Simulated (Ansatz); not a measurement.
# AlBF2H2O: up Jacob's ladder to CCSD(T)

Aim: compute AlBF2H2O with functionals from several rungs and with coupled cluster. The yardstick is the atomisation energy at the CCSD(T) limit.

The runs use Ansatz 0.2.0, Gaussian basis; functionals in def2-TZVPP, the program's frozen cores in correlated methods.

Plan: PBE-D4, r2SCAN-D4, PBE0-D4, B3LYP-D4, ωB97X-V, ωB97M-V, B2PLYP; CCSD(T)/def2-TZVPP; CCSD(T)/def2-QZVPP; extrapolation to the limit.

## (1) Structure used throughout

The geometry comes from an earlier relaxation with PBE0-D4 in a triple-zeta def2 set; it is a stationary point, not always the lowest conformer.

SMILES `O[B](F)[AlH][F]`, 7 atoms, charge 0, spin multiplicity 1.

Atoms are counted from 1 here; the program's logs count them from 0.

Bond lengths: O1–B2 1.353 Å, O1–H6 0.959 Å, B2–F3 1.329 Å, B2–Al4 2.159 Å, Al4–F5 1.651 Å, Al4–H7 1.586 Å. Angles: B2–O1–H6 114.4°, O1–B2–F3 114.9°, O1–B2–Al4 124.9°, F3–B2–Al4 120.2°, B2–Al4–F5 119.3°, B2–Al4–H7 124.5°, F5–Al4–H7 116.2°.

## (2) PBE-D4 (GGA)

Input file in.yaml:

```yaml
crystal:
  periodic: [false, false, false]
  atoms:
    - {symbol: O, position_ang: [-1.273392, 1.292319, -0.566846]}
    - {symbol: B, position_ang: [-0.275358, 0.881270, 0.248852]}
    - {symbol: F, position_ang: [0.085859, 1.759656, 1.178382]}
    - {symbol: Al, position_ang: [0.711142, -1.034932, 0.123467]}
    - {symbol: F, position_ang: [1.925323, -1.388413, 1.184485]}
    - {symbol: H, position_ang: [-1.529023, 0.652243, -1.233840]}
    - {symbol: H, position_ang: [0.355449, -2.162134, -0.934490]}
basis:
  gaussian: {orbitals: def2-TZVPP}
hamiltonian: {xc: pbe, dispersion: d4}
output: {forces: true, orbitals: {seedname: orbitals}}
```

The run is started by

```console
$ ansatz run in.yaml --threads 2 --pin off --events-out ev --progress --plain --max-ram 32768MiB --backend cpu
```

After this run come: r2SCAN-D4 (meta-GGA); PBE0-D4 (hybrid); B3LYP-D4 (hybrid); ωB97X-V (range-separated); ωB97M-V (range-separated); B2PLYP (double hybrid); CCSD(T) in def2-TZVPP; CCSD(T) in def2-QZVPP.

Before running them: what should the planned runs give, taken together? Wanted: atomisation energy, CCSD(T)/CBS; farthest; mean size of error, hybrid; mean size of error, range-separated; gap, smallest and largest; T1 diagnostic; triples share of the correlation energy.

As calculated:

| quantity | value |
| --- | --- |
| atomisation energy, CCSD(T)/CBS | 2776.2 kJ/mol |
| functionals within 13.9 kJ/mol (0.5 %) | r2SCAN-D4, ωB97X-V, ωB97M-V |
| farthest | PBE-D4 (+45.9 kJ/mol) |
| mean size of error, hybrid | 28.2 kJ/mol |
| mean size of error, range-separated | 3.0 kJ/mol |
| gap, smallest and largest | 3.73 eV (PBE-D4), 10.17 eV (ωB97X-V) |
| T1 diagnostic | 0.0141 |
| triples share of the correlation energy | 3.1 % |

**Reading.** PBE-D4 misses by +45.9 kJ/mol. Double hybrids carry the basis error of their MP2 part in triple zeta, and no dispersion term here, so their miss is partly the set-up's. The reference freezes the cores and leaves out relativity and excitations past (T), so misses under about 13.9 kJ/mol can't be ranked. Hartree-Fock recovers 74 % of the binding; the rest is correlation. Orbital gaps span 3.7 to 10.2 eV; exact exchange widens them.
